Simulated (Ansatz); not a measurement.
**Al₂Ga (doublet): wave-function methods side by side, cc-pVDZ**

How much of the correlation energy of Al₂Ga (doublet) does each wave-function method recover here?

Method: cc-pVDZ, core rule «outside noble gas», up to 24 orbitals frozen; program: Ansatz 0.2.0, Gaussian basis.

Plan: UHF; CCSD(T) on ROHF; CCSD(T) on UHF; BCCD(T) on ROHF; CISD; CCSDT(Q) on ROHF; CCSDT(Q) on UHF; CCSDTQ on ROHF; CASSCF and MRCISD+Q, 9 electrons in 12 orbitals; CASSCF and NEVPT2, 9 electrons in 12 orbitals.

5 further runs of the same task are left out: 5 set aside as unsound or not needed.

**1. The system**

The geometry is a PBE0/def2-TZVP stationary point (not a proven minimum). No spin-orbit coupling is included. The filled d shell of Ga may be among the frozen orbitals whatever the setting's name suggests; the logs give the count.

3 atoms, charge 0, spin multiplicity 2.

Atoms are counted from 1 here; the program's logs count them from 0.

Bond lengths: Al1–Al2 2.534 Å, Al1–Ga3 2.493 Å, Al2–Ga3 2.493 Å. Angles: Al2–Al1–Ga3 59.5°, Al1–Al2–Ga3 59.5°, Al1–Ga3–Al2 61.1°.

**2. UHF**

in.yaml

```yaml
crystal:
  periodic: [false, false, false]
  atoms:
    - {symbol: Al, position_ang: [0.000000, -1.266803, 1.210044]}
    - {symbol: Al, position_ang: [0.000000, 1.266805, 1.210043]}
    - {symbol: Ga, position_ang: [0.000000, -0.000001, -0.936530]}
basis:
  gaussian: {orbitals: cc-pVDZ}
magnetization: {spin_polarized: true, initial_magnetization: 1}
hamiltonian: {xc: hf}
output: {orbitals: {seedname: orbitals}}
```

Started as:

```console
ansatz run in.yaml --threads 1 --pin off --events-out ev --progress --plain --max-ram 2560MiB --backend cpu
```

Further steps of the session: CCSD(T) on ROHF; CCSD(T) on UHF; BCCD(T) on ROHF; CISD; CCSDT(Q) on ROHF; CCSDT(Q) on UHF; CCSDTQ on ROHF; CASSCF and MRCISD+Q, 9 electrons in 12 orbitals; CASSCF and NEVPT2, 9 electrons in 12 orbitals.

Q: Predict the results of all the runs planned. Wanted: RCCSDTQ below the RHF energy; RMP2 from RCCSDTQ; UMP2 from RCCSDTQ; RCCSD from RCCSDTQ; RCCSD(T) from RCCSDTQ; UCCSD(T) from RCCSDTQ; RCCSDT(Q) from RCCSDTQ; UCCSDT(Q) from RCCSDTQ; NEVPT2 valence from RCCSDTQ.

As calculated:

| quantity | value |
| --- | --- |
| RCCSDTQ below the RHF energy | -6.0115 eV |
| RMP2 from RCCSDTQ | +26.97 kcal/mol |
| UMP2 from RCCSDTQ | +33.96 kcal/mol |
| RCCSD from RCCSDTQ | +12.49 kcal/mol |
| RCCSD(T) from RCCSDTQ | +2.17 kcal/mol |
| UCCSD(T) from RCCSDTQ | +2.42 kcal/mol |
| RCCSDT(Q) from RCCSDTQ | +0.01 kcal/mol |
| UCCSDT(Q) from RCCSDTQ | -0.15 kcal/mol |
| NEVPT2 valence from RCCSDTQ | +13.78 kcal/mol |
| MRCISD+Q valence from RCCSDTQ | -0.21 kcal/mol |
| levels within 1 kcal/mol (43 meV) | RCCSDT(Q), UCCSDT(Q), MRCISD+Q valence |
| T1 diagnostic | 0.036 |
| effectively unpaired electrons | 1.28 |

What this shows: RCCSD(T) lands +2.17 kcal/mol from the yardstick (1.6 % of the correlation energy). The occupations show some static correlation. Of the multireference levels listed MRCISD+Q valence comes nearest in total energy (-0.21 kcal/mol), which doesn't show that its space is the better one. Coupled cluster took another determinant than the lowest Hartree-Fock one. These misses are within one basis, not against nature; the frozen cores of restricted and unrestricted runs differ, which can shift their rows.
